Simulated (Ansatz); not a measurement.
**BFGaH₃: taking an electron away**

One table from this session's results is given with a row withheld; the runs are named, their logs left out.

Computed with Ansatz 0.2.0, Gaussian basis. Level: unrestricted cation, the program's frozen cores in correlated methods.

Levels to be run: UKS PBE-D4/def2-TZVPP; UKS r2SCAN-D4/def2-TZVPP; UKS PBE0-D4/def2-TZVPP; UKS B3LYP-D4/def2-TZVPP; UKS wB97X-V/def2-TZVPP; UKS wB97M-V/def2-TZVPP; UKS B2PLYP/def2-TZVPP; UHF-CCSD(T)/def2-TZVPP; UHF-MP2/def2-QZVPP; extrapolation to the limit; then −ε(HOMO) from the neutral's earlier runs with LDA (SPW92), PBE-D4, revPBE-D4, BLYP-D4, r2SCAN-D4, B97M-V, PBE0-D4, B3LYP-D4, r2SCANh-D4, r2SCAN0-D4, HSE06-D4, BHLYP-D4, CAM-B3LYP-D4, LC-ωPBE, ωB97X-V, ωB97M-V.

## The geometry

All runs share one geometry, relaxed beforehand with PBE0-D4 in a triple-zeta def2 set.

SMILES `[BH2][GaH][F]`, 6 atoms, charge 0, spin multiplicity 1.

Atoms are counted from 1 here; the program's logs count them from 0.

Bond lengths: B1–Ga2 2.080 Å, B1–H4 1.196 Å, B1–H5 1.196 Å, Ga2–F3 1.771 Å, Ga2–H6 1.565 Å. Angles: Ga2–B1–H4 121.5°, Ga2–B1–H5 121.5°, H4–B1–H5 117.0°, B1–Ga2–F3 113.0°, B1–Ga2–H6 135.5°, F3–Ga2–H6 111.6°.

Geometry (Å):

```mol
BFGaH3
  3D, bonds by distance, orders not assigned

  6  5  0  0  0  0  0  0  0  0999 V2000
   -0.7392    0.4447   -0.7335 B   0  0
    0.6236   -0.2478    0.6764 Ga  0  0
    1.1465   -1.9120    0.3731 F   0  0
   -1.9174    0.3071   -0.5839 H   0  0
   -0.3794    0.9977   -1.7306 H   0  0
    1.3079    0.3463    1.9523 H   0  0
  1  2  8  0
  2  3  8  0
  1  4  8  0
  1  5  8  0
  2  6  8  0
M  END
```

The first run:

in.yaml reads:

```yaml
crystal:
  periodic: [false, false, false]
  atoms:
    - {symbol: B, position_ang: [-0.739223, 0.444678, -0.733500]}
    - {symbol: Ga, position_ang: [0.623620, -0.247761, 0.676448]}
    - {symbol: F, position_ang: [1.146533, -1.912032, 0.373115]}
    - {symbol: H, position_ang: [-1.917411, 0.307059, -0.583882]}
    - {symbol: H, position_ang: [-0.379439, 0.997716, -1.730597]}
    - {symbol: H, position_ang: [1.307918, 0.346338, 1.952316]}
basis:
  gaussian: {orbitals: def2-TZVPP}
total_charge: 1
magnetization: {spin_polarized: true, initial_magnetization: 1}
hamiltonian: {xc: pbe, dispersion: d4}
```

Command:

```console
> ansatz run in.yaml --threads 2 --pin off --events-out ev --progress --plain --max-ram 4352MiB
```

Steps of the session up to this table: Cation, UKS PBE-D4/def2-TZVPP; Cation, UKS r2SCAN-D4/def2-TZVPP; Cation, UKS PBE0-D4/def2-TZVPP; Cation, UKS B3LYP-D4/def2-TZVPP; Cation, UKS wB97X-V/def2-TZVPP; Cation, UKS wB97M-V/def2-TZVPP; Cation, UKS B2PLYP (frozen core)/def2-TZVPP; Cation, UHF-CCSD(T)/def2-TZVPP; Cation, UHF-MP2/def2-QZVPP.

One table of the session follows, with a row left open; its other results are not shown here.

Orbital estimates, from the neutral's runs:

```
  functional  −ε(HOMO) (eV)
 LDA (SPW92)           6.89
      PBE-D4           6.77
   revPBE-D4           6.72
     BLYP-D4           6.68
   r2SCAN-D4           7.06
      B97M-V              ?
     PBE0-D4           8.02
    B3LYP-D4           7.84
  r2SCANh-D4           7.52
  r2SCAN0-D4           8.21
    HSE06-D4           7.62
    BHLYP-D4           9.18
CAM-B3LYP-D4           9.38
     LC-ωPBE          10.71
     ωB97X-V          10.35
     ωB97M-V          10.18
```

Q: Estimate the row for B97M-V from the others.

The run gave: −ε(HOMO) (eV): 7.14. In the column «−ε(HOMO) (eV)» it lies between r2SCAN-D4 (7.06) and r2SCANh-D4 (7.52).
